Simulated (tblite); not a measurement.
# C4H16N2OSi2: the cost of one run

Computed with tblite 0.8.0 and PySCF 2.14.0, with density-fitted response routines of our own, on a single molecule in the gas phase. Atoms count from 0, in the outputs and in this text.

**1. Starting geometry**

25 atoms, charge 0, multiplicity 1; geometry from: force field or distance geometry start.

Bonds of the start (Å): C0–N1 1.47, N1–Si2 1.69, Si2–N3 1.69, Si2–Si4 2.32, Si2–O5 1.67, O5–C6 1.42, C6–C7 1.52, C6–C8 1.52, C0–H9 1.09, C0–H10 1.09, C0–H11 1.09, N1–H12 1.00, N3–H13 1.02, N3–H14 1.01, Si4–H15 1.48, Si4–H16 1.49, Si4–H17 1.49, C6–H18 1.11, C7–H19 1.09, C7–H20 1.09, C7–H21 1.10, C8–H22 1.09, C8–H23 1.09, C8–H24 1.10.

**2. Relaxing the molecule with GFN2-xTB**

Job settings and geometry (Å):

```
{"job": {"kind": "relax", "xc": "GFN2-xTB", "basis": "xTB"}, "charge": 0, "multiplicity": 1}
C      3.242600     0.889000    -0.801200
N      1.794600     1.078500    -0.670400
Si     0.767900     0.188000     0.339000
N      0.573800     1.397700     1.503000
Si     1.473700    -1.907000     1.057100
O     -0.667600     0.172200    -0.510800
C     -1.891100    -0.195100     0.116000
C     -2.469800    -1.378100    -0.640800
C     -2.836700     0.991600     0.056700
H      3.472400    -0.080200    -1.240900
H      3.743400     0.976400     0.162500
H      3.636300     1.666800    -1.453300
H      1.370200     1.082100    -1.577000
H      1.515100     1.699000     1.757600
H      0.175400     2.197900     1.023600
H      1.718000    -2.796300    -0.106200
H      2.753800    -1.788000     1.812300
H      0.452300    -2.558300     1.920800
H     -1.757600    -0.485600     1.176300
H     -2.611800    -1.135200    -1.697300
H     -1.796000    -2.231400    -0.605500
H     -3.439400    -1.688300    -0.223700
H     -2.985400     1.330800    -0.966400
H     -2.430600     1.842100     0.597900
H     -3.814200     0.755300     0.494400
```

Launch:

```sh
OMP_NUM_THREADS=1 python probes_run.py task.json out
```

This one command runs all jobs of the session in turn.

Q: Estimate the wall time and peak memory of this first job on 1 thread of Arm Neoverse V1, shared host.

About 2.8 s, with a peak of 0.18 GiB.
